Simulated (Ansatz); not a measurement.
# ZnCdH4: a trial structure relaxed, part 2 of 2

Where does this trial cell of ZnCdH4 go when cell and atoms are let free?

Ansatz 0.2.0; DFT PBE, scalar-relativistic, plane waves, PAW. Earlier steps stand in the parts before.

### Step 4. Relaxation on the finer mesh

The end of the coarse run is made exact in the group found at a tolerance of 0.06 Å and reduced to its primitive cell.

The input, input.yaml:

```yaml
crystal:
  lattice:
    - [0.0, 3.0425253426, 3.0425253426]
    - [3.0425253426, 0.0, 3.0425253426]
    - [3.0425253426, 3.0425253426, 0.0]
  atoms:
    - { symbol: Zn, position: [0.0, 0.0, 0.0] }
    - { symbol: Cd, position: [0.25, 0.25, 0.25] }
    - { symbol: H, position: [0.668339283, 0.668339283, 0.9949821509] }
    - { symbol: H, position: [0.668339283, 0.9949821509, 0.668339283] }
    - { symbol: H, position: [0.668339283, 0.668339283, 0.668339283] }
    - { symbol: H, position: [0.9949821509, 0.668339283, 0.668339283] }
basis:
  ecutwfc: 420
kpoints:
  mp_grid: { grid: [10, 10, 10] }
hamiltonian:
  xc: pbe
scf:
  occupations: { method: gaussian, width: 0.1 }
output:
  forces: true
  stress: true
  eigenvalues: true
relax:
  adjacent_minimum: "off"
  f_tol: 0.01
  max_steps: 80
  cell: { stress_tol: 0.05 }
```

The run is started by

```console
$ ansatz run input.yaml --threads 1 --pin off --max-ram 2048MiB --backend cpu --events-out ev --progress --plain --runs-dir out
```

The log of the run:

```text
Warning: RAYON_NUM_THREADS=1 ignored (pool sized by the plan → 1); use --threads N
Engine: ansatz 0.2.0, x86_64-unknown-linux-gnu
Pseudopotentials: kind: paw
Pseudopotential: Zn, paw, valence charge 12, recommended cutoff 420 eV (normal), Zn.paw.azcp
Pseudopotential: Cd, paw, valence charge 20, recommended cutoff 420 eV (normal), Cd.paw.azcp
Pseudopotential: H, paw, valence charge 1, recommended cutoff 420 eV (normal), H.paw.azcp
Functional definition: PBE
  parameter kappa = 0.804
  parameter beta = 0.06672455060314922
  exchange = pbe_x(kappa = kappa, mu = beta*pi^2/3)
  correlation = pbe_c(beta = beta)
Crystal: 6 atoms, lattice volume = 56.329 Å³
Basis set: ecut = 420 eV, 1067 PW (Γ), exchange–correlation on 60×60×60 points (8 copies of the dense FFT grid, shifted against one another)
Bands: 24, of which v1, the nominal top of the filled ones, is band 18 counted from 1 (17 counted from 0)
Symmetry: 24 space group operations
Space group: F-43m (ITA 216), of the structure as read, at distance tolerance 3.8e-5 Å
k-points: 47 of 1000 (time reversal used)
Non-local potential: Zn, projectors of the file, l = 0: 2, l = 1: 2, l = 2: 3, l = 3: 1
Non-local potential: Cd, projectors of the file, l = 0: 3, l = 1: 2, l = 2: 2, l = 3: 1
Non-local potential: H, projectors of the file, l = 0: 2, l = 1: 1
PAW form: soft (Blöchl's): semilocal exchange-correlation on the pseudo side does not see the compensation charge
PAW one-centre angular grid: Zn, 590 points (default); XC on 64 Gauss nodes
PAW one-centre angular grid: Cd, 590 points (default); XC on 64 Gauss nodes
PAW one-centre angular grid: H, 110 points (default); XC on 64 Gauss nodes
Initial density: superposition of atomic densities (neutral atoms: chi_scale 0, normalization atom), corrected by the library's trained network
Initial wavefunctions: pseudopotential atomic-orbital guess
Functional: x = pbe(κ = 0.804, μ = 0.2195149727645171), c = pbe(β = 0.06672455060314922)
SCF iter   1: F=—  HF=-11631.257343 eV  |F-HF|=—  |Δ(HF+E_count)|=         —  Δρ=5.25e-3  dr2=1.31e-2  ethr=1.77e-3  ⟨swp⟩=5.8  Hψ=4882  notcnv=0  defer=3
preconditioner: auto → Kerker (q_TF=auto, 2.532 Å⁻¹)  [metal: Δε(μ)=0.083 eV  Ē_g=11.775 eV  σ=0.100 eV  W_gap=0.43  n_scr=14 (ndim 8)  ℏωp=26.2 eV  f_vac=0.002  D(μ)=0.55/eV (n_scr^D=0)]
SCF iter   2: F=—  HF=-11631.257425 eV  |F-HF|=—  |Δ(HF+E_count)|=   8.22e-5  Δρ=3.04e-3  dr2=4.42e-3  ethr=3.64e-5  ⟨swp⟩=1.3  Hψ=1520  notcnv=0  defer=3
SCF iter   3: F=—  HF=-11631.257193 eV  |F-HF|=—  |Δ(HF+E_count)|=   2.32e-4  Δρ=4.91e-4  dr2=1.31e-4  ethr=1.23e-5  ⟨swp⟩=2.0  Hψ=1436  notcnv=0  defer=3
SCF iter   4: F=—  HF=-11631.257189 eV  |F-HF|=—  |Δ(HF+E_count)|=   3.41e-6  Δρ=2.47e-4  dr2=2.21e-5  ethr=3.64e-7  ⟨swp⟩=2.5  Hψ=1742  notcnv=0  defer=3
SCF iter   5: F=—  HF=-11631.257192 eV  |F-HF|=—  |Δ(HF+E_count)|=   2.43e-6  Δρ=1.94e-4  dr2=1.50e-5  ethr=6.14e-8  ⟨swp⟩=2.0  Hψ=1710  notcnv=0  defer=3
SCF iter   6: F=—  HF=-11631.257183 eV  |F-HF|=—  |Δ(HF+E_count)|=   8.61e-6  Δρ=2.78e-5  dr2=1.84e-7  ethr=4.16e-8  ⟨swp⟩=2.0  Hψ=1471  notcnv=0  defer=3
SCF iter   7: F=-11631.257183 eV  HF=-11631.257183 eV  |F-HF|=1.97e-8  |Δ(HF+E_count)|=   1.99e-7  Δρ=8.45e-6  dr2=5.24e-8  ethr=2.78e-10  ⟨swp⟩=7.5  Hψ=4806  notcnv=0
SCF 1 converged in 7 iterations: F = -11631.257183 eV  dr2 = 5.24e-8
relax step   1: F+E_penalty+E_count = -11631.25718335 eV  Δ(F+E_penalty+E_count) = +0.000e0 eV  max|allowed force component| = 1.336e-2 eV/Å  Δτ_max = 0.0000 Å  P = -0.241 GPa  Ω = 56.329 Å³  (7 SCF iters, dr2 threshold 1.00e-7 eV, accepted)
Crystal: 6 atoms, lattice volume = 55.928 Å³
Initial density: handed on by an earlier stage of this run
Initial wavefunctions: those handed on with the density
iter 1 solved again at ethr=1.86e-6 eV; its pass at ethr=3.10e-3 eV (dr2=6.69e-4 eV) is discarded
SCF iter   1: F=—  HF=-11631.258500 eV  |F-HF|=—  |Δ(HF+E_count)|=         —  Δρ=9.35e-4  dr2=7.55e-4  ethr=1.86e-6  ⟨swp⟩=2.5  Hψ=5419  notcnv=0
preconditioner: auto → none  [insulator: Δε(μ)=0.112 eV  Ē_g=11.776 eV  σ=0.100 eV  W_gap=0.56  n_scr=14 (ndim 8)  ℏωp=26.3 eV  f_vac=0.002  D(μ)=0.47/eV (n_scr^D=0)  ε∞_Penn≈6.0]
SCF iter   2: F=—  HF=-11631.258348 eV  |F-HF|=—  |Δ(HF+E_count)|=   1.52e-4  Δρ=5.03e-4  dr2=1.31e-4  ethr=1.86e-6  ⟨swp⟩=2.0  Hψ=1731  notcnv=0
SCF iter   3: F=—  HF=-11631.258295 eV  |F-HF|=—  |Δ(HF+E_count)|=   5.34e-5  Δρ=1.65e-4  dr2=1.13e-5  ethr=3.64e-7  ⟨swp⟩=2.0  Hψ=1726  notcnv=0
SCF iter   4: F=—  HF=-11631.258295 eV  |F-HF|=—  |Δ(HF+E_count)|=   2.37e-7  Δρ=8.67e-5  dr2=2.57e-6  ethr=3.13e-8  ⟨swp⟩=2.0  Hψ=1443  notcnv=0
SCF iter   5: F=-11631.258294 eV  HF=-11631.258294 eV  |F-HF|=1.97e-8  |Δ(HF+E_count)|=   2.42e-7  Δρ=1.61e-5  dr2=1.10e-7  ethr=4.03e-10  ⟨swp⟩=3.0  Hψ=4452  notcnv=0
SCF 2 converged in 5 iterations: F = -11631.258294 eV  dr2 = 1.10e-7
relax step   2: F+E_penalty+E_count = -11631.25829444 eV  Δ(F+E_penalty+E_count) = -1.111e-3 eV  max|allowed force component| = 1.418e-3 eV/Å  Δτ_max = 0.0095 Å  P = +0.040 GPa  Ω = 55.928 Å³  energy of the carried Pulay correction = +4.711e-4 eV  (5 SCF iters, dr2 threshold 1.45e-7 eV, accepted)
Initial wavefunctions: pseudopotential atomic-orbital guess (no wavefunctions were taken with the density)
iter 1 solved again at ethr=5.91e-8 eV; its pass at ethr=3.10e-3 eV (dr2=2.13e-5 eV) is discarded
SCF iter   1: F=—  HF=-11631.257777 eV  |F-HF|=—  |Δ(HF+E_count)|=         —  Δρ=2.99e-5  dr2=1.75e-7  ethr=5.91e-8  ⟨swp⟩=3.0  Hψ=7781  notcnv=0
preconditioner: auto → none  [insulator: Δε(μ)=0.114 eV  Ē_g=11.792 eV  σ=0.100 eV  W_gap=0.57  n_scr=14 (ndim 8)  ℏωp=26.3 eV  f_vac=0.002  D(μ)=0.48/eV (n_scr^D=0)  ε∞_Penn≈6.0]
SCF iter   2: F=—  HF=-11631.257781 eV  |F-HF|=—  |Δ(HF+E_count)|=   4.54e-6  Δρ=1.44e-5  dr2=5.00e-8  ethr=4.85e-10  ⟨swp⟩=2.0  Hψ=1942  notcnv=0
SCF iter   3: F=—  HF=-11631.257781 eV  |F-HF|=—  |Δ(HF+E_count)|=   3.57e-8  Δρ=7.05e-6  dr2=9.42e-9  ethr=1.39e-10  ⟨swp⟩=2.0  Hψ=1744  notcnv=0
SCF iter   4: F=—  HF=-11631.257781 eV  |F-HF|=—  |Δ(HF+E_count)|=   1.22e-8  Δρ=1.44e-6  dr2=7.19e-10  ethr=2.62e-11  ⟨swp⟩=2.0  Hψ=1783  notcnv=0
SCF iter   5: F=—  HF=-11631.257781 eV  |F-HF|=—  |Δ(HF+E_count)|=  1.80e-10  Δρ=7.41e-7  dr2=1.28e-10  ethr=2.00e-12  ⟨swp⟩=2.0  Hψ=1501  notcnv=0
SCF iter   6: F=-11631.257781 eV  HF=-11631.257781 eV  |F-HF|=3.64e-12  |Δ(HF+E_count)|=  9.28e-11  Δρ=1.95e-7  dr2=7.82e-12  ethr=1.00e-12  ⟨swp⟩=4.0  Hψ=3412  notcnv=0
SCF 3 converged in 6 iterations: F = -11631.257781 eV  dr2 = 7.82e-12
relax step   3: F+E_penalty+E_count = -11631.25778122 eV  Δ(F+E_penalty+E_count) = +5.132e-4 eV  max|allowed force component| = 1.430e-3 eV/Å  Δτ_max = 0.0000 Å  P = +0.038 GPa  Ω = 55.928 Å³  stress off target by 3.78e-2 GPa  SCF on the basis re-selected at this cell (its energy is not comparable with the rows above)  (6 SCF iters)
basis re-selected at this cell: Δ(F+E_penalty+E_count) = +5.132e-4 eV, ΔP = -0.002 GPa vs the last step (what re-selecting the basis moved, of the pressure what is left beyond the Pulay correction that the steps carried, after the strain that the cell walked since its last selection, with what the two solves' SCF thresholds leave and, on support functions, any second-order correction that the steps lacked; it is no measure of the basis error at this ecutwfc). This SCF's stress stands 3.78e-2 GPa from its target on what of the cell is left free (relax.cell.stress_tol is 5.00e-2 GPa) and its largest allowed force component is 1.43e-3 eV/Å (relax.f_tol is 1.00e-2 eV/Å): within both
SCF converged after 6 iterations
Free energy (F): -11631.257781 eV
Harris-Foulkes:  -11631.257781 eV  (|F-HF|=3.64e-12)
Internal energy: -11631.255392 eV  (E = F + TS)
E sigma→0 (E₀):  -11631.256586 eV
Entropy (-TS):   -0.002389 eV (-0.398 meV/atom)
Fermi energy:    8.720055 eV
--- Per-component energies (eV) ---
  E_band       = -473.937173
  E_kinetic    = 683.161695
  E_local      = -5454.355780  (includes V_loc(G=0)·N_el)
  E_nonlocal   = 649.024378
  E_hartree    = 2449.808302
  E_xc         = -347.681876
  E_vxc        = -317.438814  (∫ρ·V_xc dr)
  E_paw        = -5909.562321  (= ΣΔE_a)
  E_vpaw       = -933.941423  (= ΣTr[D̂ρ^β])
  E_aug_tail   = -0.003723  (compensation charges beyond the density's cutoff)
  E_ewald      = -3701.646067
  E_smearing   = -0.002389  (= −TS)
  E_closure    = 0.000000  (closes the sum)
  Σ components = -11631.257781   (vs F -11631.257781, Δ=0.00e0)
--- Forces (eV/Å), atoms counted from 1 ---
  atom   1  Zn    -0.00000000    -0.00000000    -0.00000000
  atom   2  Cd    -0.00000000     0.00000000     0.00000000
  atom   3  H     -0.00143003    -0.00143003     0.00143003
  atom   4  H     -0.00143003     0.00143003    -0.00143003
  atom   5  H      0.00143003     0.00143003     0.00143003
  atom   6  H      0.00143003    -0.00143003    -0.00143003
  max |Σ_I F_I| component: 8.48e-17 eV/Å
--- Stress (GPa, compression-positive) ---
        0.037845       0.000000       0.000000
        0.000000       0.037845       0.000000
        0.000000       0.000000       0.037845
  P = ⅓ Tr σ = 0.0378 GPa (0.378 kbar)
--- Band table (eV; the first three rows and the last of 47) ---
  k-point 0: bands = ["-94.1735", "-55.2265", "-55.2265", "-55.2265", "-2.5029", "-0.3111", "-0.3111", "-0.3111", "-0.1906", "-0.1906", "1.3669", "1.3669", "1.3669", "1.5751", "1.5751", "6.4594", "9.0677", "9.0677", "9.0677", "13.1930", "13.1930", "13.1930", "14.1928", "15.0730"]
  k-point 1: bands = ["-94.1735", "-55.2266", "-55.2265", "-55.2265", "-2.4053", "-0.3138", "-0.3138", "-0.3105", "-0.1846", "-0.1846", "1.3425", "1.3720", "1.3720", "1.5739", "1.5739", "6.1242", "9.0341", "9.0352", "9.0352", "12.5962", "13.0923", "13.0923", "14.5379", "15.0302"]
  k-point 2: bands = ["-94.1735", "-55.2266", "-55.2266", "-55.2266", "-2.1260", "-0.3164", "-0.3164", "-0.3099", "-0.1738", "-0.1738", "1.2840", "1.3860", "1.3860", "1.5705", "1.5705", "5.3046", "8.7719", "8.9752", "8.9752", "12.3149", "12.6268", "12.6268", "14.5276", "15.3700"]
  k-point 46: bands = ["-94.1735", "-55.2268", "-55.2267", "-55.2267", "-1.3357", "-0.3942", "-0.3201", "-0.2047", "-0.0918", "0.8477", "1.2582", "1.3176", "1.4093", "1.6266", "1.7821", "4.2253", "4.8494", "5.3486", "10.1531", "11.0786", "12.3333", "14.3685", "17.9369", "18.8374"]
--- Relaxed structure (2 steps of the walk, 2 accepted, 1 SCFs on fresh bases) ---
  F+E_penalty+E_count = -11631.25778122 eV   max|allowed force component| = 1.430e-3 eV/Å   (the final SCF, on the basis selected at the relaxed cell)
  cell:  # Å, volume = 55.9276 Å³
    - [-6.050754289063514e-35, 3.0352792714874215, 3.0352792714874215]
    - [3.0352792714874215, 1.6368882655677083e-33, 3.0352792714874215]
    - [3.0352792714874215, 3.0352792714874215, 1.3598274112790107e-33]
  atoms:
    - { symbol: Zn, position: [3.7031190783935094e-17, 3.693616426919048e-17, 3.693616426919047e-17] }
    - { symbol: Cd, position: [0.25, 0.25, 0.25] }
    - { symbol: H, position: [0.6674404514177488, 0.6674404514177488, 0.9976786457467539] }
    - { symbol: H, position: [0.6674404514177488, 0.9976786457467539, 0.6674404514177487] }
    - { symbol: H, position: [0.6674404514177488, 0.6674404514177488, 0.6674404514177488] }
    - { symbol: H, position: [0.9976786457467539, 0.6674404514177488, 0.6674404514177487] }
```

Wall time 8.6 s (1 thread of Intel Xeon 6975P-C (Granite Rapids), shared host); peak memory 0.45 GiB.

The steps of the relaxation:

| step | energy from step 1 (eV/cell) | largest force component (eV/Å) | pressure (GPa) | volume (Å³) |
| --- | --- | --- | --- | --- |
| 1 | 0.0000 | 0.0134 | -0.24 | 56.33 |
| 2 | -0.0011 | 0.0014 | 0.04 | 55.93 |
| 3 | -0.0006 | 0.0014 | 0.04 | 55.93 |

Step 1 is the start. Step 3 repeats the geometry before it on a plane-wave basis chosen anew for that cell, so its energy need not be comparable with the rows above.

Lengths and angles in the start's conventional setting:

|  | before | after | change |
| --- | --- | --- | --- |
| a (Å) | 6.085 | 6.071 | -0.2 % |
| b (Å) | 6.085 | 6.071 | -0.2 % |
| c (Å) | 6.085 | 6.071 | -0.2 % |
| volume (Å³/atom) | 9.39 | 9.32 | -0.7 % |
| shortest distance (Å) | 1.405 | 1.418 | +0.9 % |
| space group (0.01 Å) | F-43m | F-43m | same |

Forces and stress were held to the start's 24 operations: a distortion of lower symmetry was not tested.

### Step 5. Changed: dispersion d3bj

Edit input.yaml of step 4 so:

```diff
@@ -18,2 +18,3 @@
   xc: pbe
+  dispersion: d3bj
 scf:
@@ -22,4 +23,4 @@
   forces: true
+  eigenvalues: true
   stress: true
-  eigenvalues: true
 relax:
```

The run is started by

```console
$ ansatz run input.yaml --threads 1 --pin off --max-ram 2048MiB --backend cpu --events-out ev --progress --plain --runs-dir out
```

The log of the run (excerpt; [...] marks lines left out):

```text
Warning: RAYON_NUM_THREADS=1 ignored (pool sized by the plan → 1); use --threads N
[...]
[... 5 set-up lines as earlier in the session ...]
[...]
Crystal: 6 atoms, lattice volume = 56.329 Å³
Basis set: ecut = 420 eV, 1067 PW (Γ), exchange–correlation on 60×60×60 points (8 copies of the dense FFT grid, shifted against one another)
Bands: 24, of which v1, the nominal top of the filled ones, is band 18 counted from 1 (17 counted from 0)
[... 2 set-up lines as earlier in the session ...]
k-points: 47 of 1000 (time reversal used)
[...]
--- Band table (eV; the first three rows and the last of 47) ---
[... band rows left out ...]
[...]
--- Relaxed structure (4 steps of the walk, 4 accepted, 1 SCFs on fresh bases) ---
  F+E_penalty+E_count = -11632.62406077 eV   max|allowed force component| = 4.713e-4 eV/Å   (the final SCF, on the basis selected at the relaxed cell)
  cell:  # Å, volume = 53.1276 Å³
    - [1.7105694144590052e-49, 2.9837571099942077, 2.9837571099942077]
    - [2.9837571099942077, 4.891557151579766e-33, 2.9837571099942077]
    - [2.9837571099942077, 2.9837571099942077, 7.643058049343384e-33]
  atoms:
    - { symbol: Zn, position: [3.62828569803212e-17, 3.701931246959201e-17, 3.736378358554128e-17] }
    - { symbol: Cd, position: [0.24999999999999997, 0.24999999999999997, 0.24999999999999997] }
    - { symbol: H, position: [0.665579521675009, 0.665579521675009, 1.003261434974973] }
    - { symbol: H, position: [0.665579521675009, 1.003261434974973, 0.665579521675009] }
    - { symbol: H, position: [0.665579521675009, 0.665579521675009, 0.665579521675009] }
    - { symbol: H, position: [1.003261434974973, 0.665579521675009, 0.665579521675009] }
```

Wall time 14 s (1 thread of Intel Xeon 6975P-C (Granite Rapids), shared host); peak memory 0.45 GiB.

```
    run     ending                                     energy change  pressure (GPa)  gap (eV)  force (eV/Å)  cycles   time
 step 4  converged                                                 0             0.0      0.00          0.00       -  8.6 s
variant  converged  -227.7 meV/atom (offset of the dispersion model)             0.0      0.00          0.00       -   14 s
```

Changing the dispersion term moves the energy by -227.7 meV/atom, and the final volume goes from 55.93 to 53.13 Å³. The dispersion term adds attraction between atoms. Cost: 14 s against 8.6 s.

### Step 6. Summary of results

This closing draws on all 2 parts. Changes of volume or cell count from the first structure of part 1.

| quantity | value |
| --- | --- |
| symmetry at the end (tolerance 0.05 Å) | space group F-43m (No. 216) |
| conventional cell | a = 6.071 Å, b = 6.071 Å, c = 6.071 Å, α = 90.00°, β = 90.00°, γ = 90.00° |
| volume | 9.32 Å³/atom |
| energy over the elements (uncorrected; H, N, O, F and Cl as molecules) | +0.95 eV/atom |
| gap on the mesh | none (metal) |

The space group F-43m (No. 216) is kept, and the volume per atom shrinks by 11.7 % from the first guess. With a positive formation energy it can't be a ground state. No finished test with a distortion of lower symmetry is shown, so the end may be a saddle point.
